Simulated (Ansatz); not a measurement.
Consider an equation of state with a fit of TiPd, space group P4/mmm (Ansatz 0.2.0, Python API).

Script `tipd_eos.py`:
```python
"""Bulk modulus of TiPd from an E(V) curve."""

import warnings

import ansatz as az
import numpy as np
from scipy.optimize import curve_fit

vectors0 = np.array([
    [2.81470904, 0.0, 0.0],
    [0.0, 2.81470904, 0.0],
    [0.0, 0.0, 3.86576424],
])
sites = [
    ("Ti", (0.0, 0.0, 0.0)),
    ("Pd", (0.5, 0.5, 0.5)),
]


def on_lattice(cell):
    crystal = az.Crystal(lattice=az.Lattice.of(cell))
    for symbol, position in sites:
        crystal = crystal.atom(symbol, position)
    return crystal

def vinet(v, e0, v0, b0, b1):
    eta = (v / v0) ** (1 / 3)
    return e0 + 2 * b0 * v0 / (b1 - 1) ** 2 * (2 - (5 + 3 * b1 * (eta - 1) - 3 * eta) * np.exp(-1.5 * (b1 - 1) * (eta - 1)))


def main() -> None:
    warnings.simplefilter("ignore", az.DeckWarning)

    # scale the volume, keep shape and fractions
    volumes, energies = [], []
    for scale in np.linspace(0.9, 1.1, 9):
        cell = vectors0 * scale ** (1 / 3)
        base = (
            on_lattice(cell).calculation()
            .functional("r2scan", dispersion="d3bjatm")
            .basis(750, density_ratio=6)
            .accuracy("medium")
            .occupations("cold", width=0.01)
            .scf(algorithm="direct_min")
            .kpoints(8, 8, 6)
        )
        rep = base.run().report
        volumes.append(abs(np.linalg.det(cell)) / len(sites))
        energies.append(rep["free_energy_ev"] / len(sites))
        print(f"V = {volumes[-1]:8.4f} A^3/atom  F = {energies[-1]:.5f} eV/atom")

    guess = (min(energies), volumes[int(np.argmin(energies))], 0.5, 4.5)
    (e0, v0, b0, b1), _ = curve_fit(vinet, np.array(volumes), np.array(energies), p0=guess, maxfev=20000)
    print(f"Vinet fit: V0 = {v0:.4f} A^3/atom, B0 = {160.21766 * b0:.1f} GPa, B1 = {b1:.2f}")
    print("largest residual", round(1000 * float(np.abs(vinet(np.array(volumes), e0, v0, b0, b1) - energies).max()), 3), "meV/atom")


if __name__ == "__main__":
    main()
```

Where does the minimum lie against the volume typed, and how stiff is the crystal?

A third-order Birch-Murnaghan fit through the 9 points (the script's own form differs a little) has its minimum at 15.16 Å³ an atom, 1.0 % below the typed cell, with a bulk modulus of 174 GPa. From that minimum the energy rises by 82.0 meV an atom on the compressed side and 83.3 meV on the expanded side.

The run itself:

Output of `python tipd_eos.py`:
```text
V =  13.7821 A^3/atom  F = -4745.73004 eV/atom
V =  14.1649 A^3/atom  F = -4745.77136 eV/atom
V =  14.5478 A^3/atom  F = -4745.79734 eV/atom
V =  14.9306 A^3/atom  F = -4745.80997 eV/atom
V =  15.3134 A^3/atom  F = -4745.81115 eV/atom
V =  15.6963 A^3/atom  F = -4745.80254 eV/atom
V =  16.0791 A^3/atom  F = -4745.78522 eV/atom
V =  16.4619 A^3/atom  F = -4745.76028 eV/atom
V =  16.8448 A^3/atom  F = -4745.72871 eV/atom
Vinet fit: V0 = 15.1650 A^3/atom, B0 = 174.7 GPa, B1 = 4.57
largest residual 0.127 meV/atom
```

Reading the output:
- These settings explore the input space; cutoff and mesh may be short of convergence.
- Shape and fractional positions are held along the curve, so the bulk modulus is an upper value where they are free to relax.
- Dispersion corrections can be off by several per cent in the lattices of metals, and by several GPa in the pressure at a fixed cell.
- The mesh is modest for a metal, so energies can be off by several to tens of meV an atom and pressures by half a GPa or more; differences at equal mesh fare better.
- This cell is a computed structure, which may not be the phase found in nature.
- Hardware and time: 5 min on 1 thread of AMD EPYC 7R43 64-Core Processor (Zen 3), on a shared host, peak memory 0.74 GiB.

(Lines on the test bed's own set-up are left out of the output.)
